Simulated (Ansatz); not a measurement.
## TaVN2 under changes of volume

One of the cells (9.990 Å³/atom); the others are scaled copies at fixed shape and fractional positions:

```
CELL_PARAMETERS angstrom
3.04987 0.00000 0.00000
0.00000 3.04987 0.00000
0.00000 0.00000 4.29606
ATOMIC_POSITIONS crystal
Ta 0.00000 0.00000 0.00000
V 0.50000 0.50000 0.50000
N 0.50000 0.50000 0.00000
N 0.00000 0.00000 0.50000
```

The cell comes from a database or a generator and needn't be the stable form of this composition.

- Program: Ansatz 0.2.0
- Functional: PBE
- Potentials or basis: Ansatz PAW
- Cutoff: 420 eV (not typed: the program's choice for these potentials)
- k mesh: 9 × 9 × 6
- Occupations: fermi-dirac, width 0.05 eV
- Spin: collinear spin, ferromagnetic start
- Starting moments: [0.0, 2.0, 0.0, 0.0] μB

| volume (Å³/atom) | energy over the lowest point (meV/atom) | pressure (GPa) | moment (μB per cell) |
| --- | --- | --- | --- |
| 9.391 | ? | ? | ? |
| 9.591 | 13.72 | 12.2 | 0.93 |
| 9.790 | 2.80 | 5.4 | 1.04 |
| 9.990 | 0.00 | -0.8 | 1.14 |
| 10.190 | 4.49 | -6.3 | 1.23 |
| 10.390 | 15.51 | -11.2 | 1.32 |
| 10.590 | 32.33 | -15.6 | 1.41 |

Question: What does the run at 9.391 Å³/atom give?

Answer: Energy over the lowest point 33.67 meV/atom; pressure 19.9 GPa; moment 0.81 μB per cell.

Worked out: A Birch-Murnaghan fit of order 3 (a polynomial in V^(-2/3)) to the other rows has its minimum at 9.96 Å³/atom with B0 = V·E''(V) = 296 GPa and B' = 4.7 at fixed shape and positions, which overstates the stiffness. It gives 33.85 meV/atom at 9.391 Å³/atom, against the run's 33.67, and -dE/dV = 20.1 GPa, against 19.9. A straight line through the other rows of the moment, of slope 0.476 μB per Å³/atom, extrapolates to 0.85 μB, against the run's 0.81.

Energies are extrapolated to zero smearing.
